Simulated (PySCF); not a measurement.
# C2H5BrO (2-Bromoethanol): the cost of one run

Computed with PySCF 2.14.0 and routines of our own; the level stands in each step. Atoms count from 0.

## 1. The system as given

9 atoms, charge 0, multiplicity 1; geometry from: GFN2-xTB.

## 2. Relaxing the molecule at PBE0-D3(BJ)/def2-SVP

Job settings and geometry (Å):

```
{"job": {"xc": "PBE0", "basis": "def2-SVP", "d3": "d3bj", "grid": 1, "maxiter": 30, "shake": 0.01, "kind": "geom"}, "charge": 0, "multiplicity": 1}
O     -1.568050     0.106760    -0.122080
C     -0.386440    -0.542670    -0.340490
C      0.748030     0.036160     0.471090
Br     1.211840     1.858070    -0.123700
H     -1.486270     1.051250    -0.397080
H     -0.554800    -1.566540    -0.022640
H     -0.099890    -0.542520    -1.404250
H      1.693780    -0.539880     0.353580
H      0.499610     0.122210     1.551840
```

The run is started by

```
$ OMP_NUM_THREADS=1 python heavy_run.py task.json out
```

This one command runs all jobs of the session in turn.

**Question.** How long does this first job take on 1 thread of Arm Neoverse V2, shared host, and how much memory does it need?

About 24 s, with a peak of 0.41 GiB.
